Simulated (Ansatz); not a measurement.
NbSi:

```xyz
2
Lattice="3.1564 0.0000 0.0000 0.0000 3.1564 0.0000 0.0000 0.0000 3.1564" Properties=species:S:1:pos:R:3 pbc="T T T"
Nb    0.0000    0.0000    0.0000
Si    1.5782    1.5782    1.5782
```

The cell was built by a generator and needn't be a form met in nature.

```yaml
Program: Ansatz 0.2.0
Task: relaxation of cell and atoms
Functional: HSEsol
Potentials_or_basis: Ansatz PAW
Cutoff: "420 eV (not typed: the program's choice for these potentials)"
k_mesh: 4 × 4 × 4
Occupations: fermi-dirac, width 0.05 eV
Spin: no spin polarisation
```

At the start: volume 15.72 Å³/atom.

Where does the relaxation end?

It ends after 4 steps and the volume is 15.37 Å³/atom (-2.3 %); space group Pm-3m (No. 221, to 0.05 Å).

The path:
| step | energy change (eV) | largest force (eV/Å) | volume (Å³) |
| --- | --- | --- | --- |
| 1 | 0.0000 | 0.0000 | 31.45 |
| 2 | -0.0097 | 0.0000 | 30.76 |
| 3 | -0.0098 | 0.0000 | 30.73 |
| 4 | -0.0097 | 0.0000 | 30.73 |

Final structure:
```cif
data_structure
_symmetry_space_group_name_H-M 'P 1'
_symmetry_Int_Tables_number 1
_cell_length_a 3.1324
_cell_length_b 3.1324
_cell_length_c 3.1324
_cell_angle_alpha 90.000
_cell_angle_beta 90.000
_cell_angle_gamma 90.000
_cell_volume 30.73
loop_
_atom_site_label
_atom_site_type_symbol
_atom_site_fract_x
_atom_site_fract_y
_atom_site_fract_z
_atom_site_occupancy
Nb1 Nb 0.00000 0.00000 0.00000 1
Si1 Si 0.50000 0.50000 0.50000 1
```

Caveat: the k mesh is coarse (spacing up to 0.50 Å⁻¹), so the values aren't converged, least of all with exact exchange; the plane-wave basis is chosen anew once the cell has moved, so the energies of steps on either side of that aren't comparable; the PAW data sets come from PBE, with cores solved anew for the run's functional, which leaves a small shift of forces and pressure.
